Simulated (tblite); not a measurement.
# CH3ClMgN2: the cost of one run

Computed with tblite 0.8.0 and PySCF 2.14.0; each step states its level. No surroundings beyond the atoms listed, unless a continuum is named. Atoms count from 0, parts from 1.

## 1. The system as given

8 atoms, charge 0, multiplicity 1; geometry: rigid parts in contact. Parts: 1 = atoms 0–5, `[CH3][Mg][Cl]`, charge 0; 2 = atoms 6–7, `N#N`, charge 0.

## 2. Bringing the parts together with GFN2-xTB

Job settings and geometry (Å):

```
{"job": {"kind": "dock", "xc": "GFN2-xTB", "basis": "xTB"}, "charge": 0, "multiplicity": 1, "parts": [{"atoms": "0-5", "charge": 0, "multiplicity": 1}, {"atoms": "6-7", "charge": 0, "multiplicity": 1}]}
C     -0.308044     0.072139     0.737176
Mg    -0.211048     0.065555    -1.354649
Cl     1.409885    -0.334742    -2.708842
H     -1.307218     0.219989     1.132612
H      0.341189     0.862258     1.108751
H      0.075236    -0.885199     1.084951
N     -1.902944     1.585479    -1.850338
N     -2.882256     1.272558    -2.236479
```

Method: GFN2-xTB search for minima from random contacts, gas phase.

Run with:

```
$ OMP_NUM_THREADS=1 python cluster_run.py task.json out
```

This one command runs all jobs of the session in turn.

Q: Estimate the wall time of this first job on 1 thread of AMD EPYC 9R45, shared host.

About 5.3 s.
